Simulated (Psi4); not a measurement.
**[GeH3]− (SMILES [H][Ge-]([H])[H]): HF/6-31G(d) (spherical functions, sweep point 4)**

What is the vertical electron affinity of [GeH3]− at HF/6-31G* (spherical functions, sweep point 4)? 

The calculation is run with Psi4 1.11.

## (1) The molecule

[GeH3]−: 4 atoms, total charge -1, spin state singlet. SMILES: `[H][Ge-]([H])[H]`. The shape comes from GFN2-xTB, which is rough for such elements, and wasn't checked as a minimum.

Bond lengths: Ge1–H2 1.752 Å, Ge1–H3 1.754 Å, Ge1–H4 1.756 Å. Angles: H2–Ge1–H3 89.1°, H2–Ge1–H4 89.3°, H3–Ge1–H4 89.6°.

## (2) A single-point energy at HF/6-31G(d) (spherical functions, sweep point 4)

job.inp

```
memory 1.6 GB

molecule {
  -1 1
  Ge    -0.01421074     0.01096041     1.45132856
  H      2.68709606    -0.05945078    -0.46190576
  H     -1.28021386     2.36115610    -0.51347638
  H     -1.39267146    -2.31268463    -0.47592752
  units au
  symmetry c1
}

set basis 6-31G*
set reference rhf
set puream true
set scf_type pk

e_tot = energy('hf')
```

Run with:

```console
psi4 job.inp job.out -n 1
```

job.out:

```text
[...]
  Running in c1 symmetry.
[...]
  Nuclear repulsion =   29.605012028104341
[...]
  Multiplicity = 1
[...]
  Nalpha       = 18
  Nbeta        = 18
[...]
    Number of basis functions: 38
[...]
   @RHF iter   1: -2075.31870135521694   -3.20895e+00   6.19816e-02 ADIIS/DIIS
[...]
   @RHF iter   8: -2076.76982960954683   -6.59566e-09   3.50123e-07 DIIS
[...]
    Orbital Energies [Eh]
    ---------------------
    Doubly Occupied:
       1A   -404.999251     2A    -51.933397     3A    -46.023205
       4A    -46.023205     5A    -46.022576     6A     -6.956153
       7A     -4.929409     8A     -4.929405     9A     -4.926098
      10A     -1.381338    11A     -1.381336    12A     -1.377776
      13A     -1.377759    14A     -1.375395    15A     -0.428136
      16A     -0.179311    17A     -0.178725    18A     -0.087733
[...]
  @RHF Final Energy: -2076.76982960954683
   => Energetics <=
    Nuclear Repulsion Energy =             29.6050120281043405
    One-Electron Energy =               -2963.7291483673834591
    Two-Electron Energy =                 857.3543067297325706
    Total Energy =                      -2076.7698296095468322
[...]
 Multipole Moments:
 ------------------------------------------------------------------------------------
     Multipole            Electronic (a.u.)      Nuclear  (a.u.)        Total (a.u.)
 ------------------------------------------------------------------------------------
 L = 1.  Multiply by 2.5417464519 to convert [e a0] to [Debye]
 Dipole X            :         -0.0341370            0.0307843           -0.0033527
 Dipole Y            :          0.0299276           -0.0237535            0.0061741
 Dipole Z            :          3.7396333           -3.1439633            0.5956700
 Magnitude           :                                                    0.5957114
[...]
```

Run time: 2.3 s. Hardware: 1 thread of AMD EPYC 7R13 (Zen 3), shared host; peak memory 0.2 GiB.

## (3) Doublet [GeH3]2− at the same level

geh3.dat

```
memory 1.6 GB

molecule m {
  -2 2
  Ge    -0.01421074     0.01096041     1.45132856
  H      2.68709606    -0.05945078    -0.46190576
  H     -1.28021386     2.36115610    -0.51347638
  H     -1.39267146    -2.31268463    -0.47592752
  units bohr
  symmetry c1
}

set {
  basis     6-31G*
  reference uhf
  puream    true
  scf_type  pk
  maxiter   150
}

energy("hf")
```

Run with:

```console
psi4 -i geh3.dat -o geh3.out -n 1
```

geh3.out:

```text
[...]
  Running in c1 symmetry.
[...]
  Nuclear repulsion =   29.605012028104341
[...]
  Multiplicity = 2
[...]
  Nalpha       = 19
  Nbeta        = 18
[...]
    Number of basis functions: 38
[...]
   @UHF iter   1: -2074.77774473526642   -2.66799e+00   6.29994e-02 ADIIS/DIIS
[...]
   @UHF iter  12: -2076.44888431208847   -3.21897e-08   9.39582e-07 DIIS
[...]
   @S^2 Observed:                7.618912570E-01
[...]
    Orbital Energies [Eh]
    ---------------------
    Alpha Occupied:
       1A   -404.790007     2A    -51.722358     3A    -45.812685
       4A    -45.812559     5A    -45.812052     6A     -6.744837
       7A     -4.719269     8A     -4.717996     9A     -4.715974
      10A     -1.172038    11A     -1.170428    12A     -1.167805
      13A     -1.167466    14A     -1.165023    15A     -0.218455
      16A      0.005639    17A      0.015538    18A      0.105817
      19A      0.309937
    Alpha Virtual:
      20A      0.511334    21A      0.600067    22A      0.650563
      23A      0.727990    24A      0.734799    25A      0.791890
[...]
  @UHF Final Energy: -2076.44888431208847
   => Energetics <=
    Nuclear Repulsion Energy =             29.6050120281043405
    One-Electron Energy =               -2970.9636938131316128
    Two-Electron Energy =                 864.9097974729387488
    Total Energy =                      -2076.4488843120884667
  UHF NO Occupations:
  HONO-2 :   17  A 1.9985475
  HONO-1 :   18  A 1.9958016
[...]
 Multipole Moments:
 ------------------------------------------------------------------------------------
     Multipole            Electronic (a.u.)      Nuclear  (a.u.)        Total (a.u.)
 ------------------------------------------------------------------------------------
 L = 1.  Multiply by 2.5417464519 to convert [e a0] to [Debye]
 Dipole X            :          0.2031867            0.0307843            0.2339710
 Dipole Y            :          0.0737296           -0.0237535            0.0499761
 Dipole Z            :          3.4522969           -3.1439633            0.3083336
 Magnitude           :                                                    0.3902687
[...]
```

Wall time 2 s (1 thread of AMD EPYC 7R13 (Zen 3), shared host); peak memory 0.2 GiB.

## (4) Results

Level: HF/6-31G* (spherical functions, sweep point 4).

```
                                                              quantity           value
                                         singlet [GeH3]−: total energy  -2076.76983 Eh
                                          singlet [GeH3]−: HOMO energy        -2.39 eV
                                          singlet [GeH3]−: LUMO energy         9.01 eV
singlet [GeH3]−: HOMO–LUMO gap (to an unbound level, set by the basis)        11.40 eV
                                        doublet [GeH3]2−: total energy  -2076.44888 Eh
                  doublet [GeH3]2−: HOMO energy (highest over α and β)         8.43 eV
                   doublet [GeH3]2−: LUMO energy (lowest over α and β)        13.91 eV
                                                doublet [GeH3]2−: ⟨S²⟩           0.762
                   vertical electron affinity (to the doublet dianion)       -8.733 eV
```

What this shows: The dianion lies 8.73 eV (201 kcal/mol) above the anion: the electron isn't bound at this level, and such a value depends on the basis. Without diffuse functions anions come out too high. Hartree–Fock misses the correlation that binds many anions. The HOMO (doublet [GeH3]2−) lies at positive energy, 8.43 eV: the electron is unbound at this level or held by a compact basis; values depend on the basis.
